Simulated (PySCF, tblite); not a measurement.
# C₄H₉B₂NSi: geometry, infrared bands and NMR shifts

Aim: predict the infrared bands and NMR shifts of C₄H₉B₂NSi (`C#C[C@H]1BC[SiH2]NB1`).

Programs: tblite 0.8.0 and PySCF 2.14.0, with density-fitted response routines of our own. Each step states its level of theory. These are calculated values for one molecule in the gas phase, unless marked as measured. Atoms count from 0, in the outputs and in this text.

### Step 1. Starting geometry

17 atoms, charge 0, multiplicity 1; geometry from: force field or distance geometry start.

Bonds of the start (Å): C0–C1 1.23, C1–C2 1.45, C2–B3 1.61, B3–C4 1.60, C4–Si5 1.88, Si5–N6 1.80, N6–B7 1.55, B7–C2 1.57, C0–H8 1.06, C2–H9 1.10, B3–H10 1.19, C4–H11 1.09, C4–H12 1.12, Si5–H13 1.47, Si5–H14 1.46, N6–H15 1.07, B7–H16 1.19.

### Step 2. Optimising the geometry with GFN2-xTB

Job settings and geometry (Å):

```
{"job": {"kind": "relax", "xc": "GFN2-xTB", "basis": "xTB"}, "charge": 0, "multiplicity": 1}
C      3.531300     0.185000    -0.153100
C      2.345300    -0.121100    -0.073400
C      0.954400    -0.510600     0.063300
B      0.271300     0.445800     1.159400
C     -1.287000     0.167400     1.373900
Si    -2.041100     0.541700    -0.305900
N     -1.270200    -0.611100    -1.456700
B      0.251600    -0.359300    -1.337400
H      4.556000     0.445800    -0.217300
H      0.820000    -1.546000     0.406800
H      0.588500     1.591600     1.143300
H     -1.716900     0.777600     2.171300
H     -1.351000    -0.936000     1.575800
H     -1.548200     1.869100    -0.699300
H     -3.500000     0.446200    -0.290700
H     -1.466700    -1.596700    -1.096400
H      0.855900    -0.777500    -2.273600
```

The run is started by

```console
$ OMP_NUM_THREADS=1 python probes_run.py task.json out
```

The driver reads the jobs from task.json and runs them one after another.

**Question.** This job is followed by: GFN2-xTB harmonic vibrations, gas phase; GIAO PBE0/pcSseg-1 NMR shielding, non-relativistic, gas phase. What will the session give for the following? strongest single infrared mode (GFN2-xTB); zero-point energy (GFN2-xTB); 13C shifts against TMS (PBE0/pcSseg-1); 1H shifts against TMS (PBE0/pcSseg-1); 11B shifts against BF3·OEt2 (PBE0/pcSseg-1); 29Si shifts against TMS (PBE0/pcSseg-1); 15N shifts against NH3 (PBE0/pcSseg-1).

The runs gave:

| quantity | value |
| --- | --- |
| strongest single infrared mode (GFN2-xTB) | 1337 cm⁻¹, 543 km/mol |
| zero-point energy (GFN2-xTB) | 75.4 kcal/mol |
| 13C shifts against TMS (PBE0/pcSseg-1) | 92.4, 69.8, 35.8, 18.6 ppm |
| 1H shifts against TMS (PBE0/pcSseg-1) | 7.74, 5.44, 5.36, 5.12, 3.99, 2.70, 1.65, 1.61, 1.32 ppm |
| 11B shifts against BF3·OEt2 (PBE0/pcSseg-1) | 81.3, 47.1 ppm |
| 29Si shifts against TMS (PBE0/pcSseg-1) | -12.7 ppm |
| 15N shifts against NH3 (PBE0/pcSseg-1) | 125.6 ppm |

What this shows: The optimisation took 114 steps and gained 1.987 eV; among the close pairs (by a distance rule), N6–B7 changed most, from 1.547 to 1.399 Å. All 45 modes are real, so the xTB geometry is a minimum. The strongest single mode, at 1337 cm⁻¹, moves mainly B7 and N6. Unscaled tight-binding wavenumbers are off by several per cent, some by more. Its intensities can rank the bands wrongly. At PBE0/pcSseg-1: Shielding is most anisotropic at C1 (span 305 ppm, paramagnetic term -160 ppm).
